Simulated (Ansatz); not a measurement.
# C3H7BO: up Jacob's ladder to CCSD(T)

An exercise on one series of results from a longer session: the logs are not shown, and one member is left open.

Method: functionals in def2-TZVPP, the program's frozen cores in correlated methods; program: Ansatz 0.2.0, Gaussian basis.

Plan: LDA (SPW92), PBE-D4, revPBE-D4, BLYP-D4, r2SCAN-D4, B97M-V, PBE0-D4, B3LYP-D4, r2SCANh-D4, r2SCAN0-D4, HSE06-D4, BHLYP-D4, CAM-B3LYP-D4, LC-ωPBE, ωB97X-V, ωB97M-V, B2PLYP, PBE-QIDH; CCSD(T)/def2-SVP; CCSD(T)/def2-TZVPP; MP2/def2-QZVPP; extrapolation to the limit; RPA on PBE.

## Structure used throughout

The geometry comes from an earlier relaxation with PBE0-D4 in a triple-zeta def2 set; it is a stationary point, not always the lowest conformer.

SMILES `CB/C=C/O`, 12 atoms, charge 0, spin multiplicity 1.

Atoms are counted from 1 here; the program's logs count them from 0.

Bond lengths: C1–B2 1.568 Å, C1–H6 1.097 Å, C1–H7 1.097 Å, C1–H8 1.092 Å, B2–C3 1.524 Å, B2–H9 1.204 Å, C3–C4 1.341 Å, C3–H10 1.088 Å, C4–O5 1.341 Å, C4–H11 1.088 Å, O5–H12 0.961 Å. Angles: B2–C1–H6 109.3°, B2–C1–H7 109.3°, B2–C1–H8 117.2°, H6–C1–H7 104.7°, H6–C1–H8 107.9°, H7–C1–H8 107.9°, C1–B2–C3 125.6°, C1–B2–H9 116.6°, C3–B2–H9 117.8°, B2–C3–C4 121.7°, B2–C3–H10 121.9°, C4–C3–H10 116.4°, C3–C4–O5 123.0°, C3–C4–H11 121.6°, O5–C4–H11 115.5°, C4–O5–H12 110.3°.

Set-up of the first run:

in.yaml reads:

```yaml
crystal:
  periodic: [false, false, false]
  atoms:
    - {symbol: C, position_ang: [-1.648890, 0.056275, 0.681635]}
    - {symbol: B, position_ang: [-0.173885, 0.276509, 1.164654]}
    - {symbol: C, position_ang: [1.073282, 0.141283, 0.298647]}
    - {symbol: C, position_ang: [0.997324, -0.191312, -0.998156]}
    - {symbol: O, position_ang: [2.076977, -0.317436, -1.784007]}
    - {symbol: H, position_ang: [-2.121506, -0.715104, 1.301657]}
    - {symbol: H, position_ang: [-2.232279, 0.964555, 0.875455]}
    - {symbol: H, position_ang: [-1.795519, -0.218958, -0.365277]}
    - {symbol: H, position_ang: [-0.024256, 0.578212, 2.320092]}
    - {symbol: H, position_ang: [2.071276, 0.308879, 0.697638]}
    - {symbol: H, position_ang: [0.041113, -0.377874, -1.483193]}
    - {symbol: H, position_ang: [1.813262, -0.560229, -2.675246]}
basis:
  gaussian: {orbitals: def2-TZVPP}
hamiltonian: {xc: lda}
output: {orbitals: {seedname: orbitals}}
```

Steps of the session up to this table: LDA; PBE-D4 (GGA); revPBE-D4 (GGA); BLYP-D4 (GGA); r2SCAN-D4 (meta-GGA); B97M-V (meta-GGA); PBE0-D4 (hybrid); B3LYP-D4 (hybrid); r2SCANh-D4 (hybrid); r2SCAN0-D4 (hybrid); HSE06-D4 (hybrid); BHLYP-D4 (hybrid); CAM-B3LYP-D4 (range-separated); LC-ωPBE (range-separated); ωB97X-V (range-separated); ωB97M-V (range-separated); B2PLYP (double hybrid); PBE-QIDH (double hybrid).

One table of the session follows, with a row left open; its other results are not shown here.

It belongs to the step «Orbital energies across the functionals». 

```
  functional  HOMO (eV)  gap (eV)
 LDA (SPW92)      -6.34      4.03
      PBE-D4      -6.15      4.09
   revPBE-D4      -6.07      4.12
     BLYP-D4      -5.99      4.08
   r2SCAN-D4      -6.33      4.53
      B97M-V      -6.35      4.58
     PBE0-D4      -7.24      6.11
    B3LYP-D4      -7.02      5.69
  r2SCANh-D4      -6.75      5.28
  r2SCAN0-D4      -7.38      6.40
    HSE06-D4      -6.84      5.33
    BHLYP-D4      -8.20      8.12
CAM-B3LYP-D4      -8.52      8.48
     LC-ωPBE      -9.83     10.92
     ωB97X-V          ?         ?
     ωB97M-V      -9.41     10.29
```

Estimate the missing values for ωB97X-V.

**Answer.** HOMO (eV): -9.48; gap (eV): 10.51. In the column «HOMO (eV)» it lies between LC-ωPBE (-9.83) and ωB97M-V (-9.41).
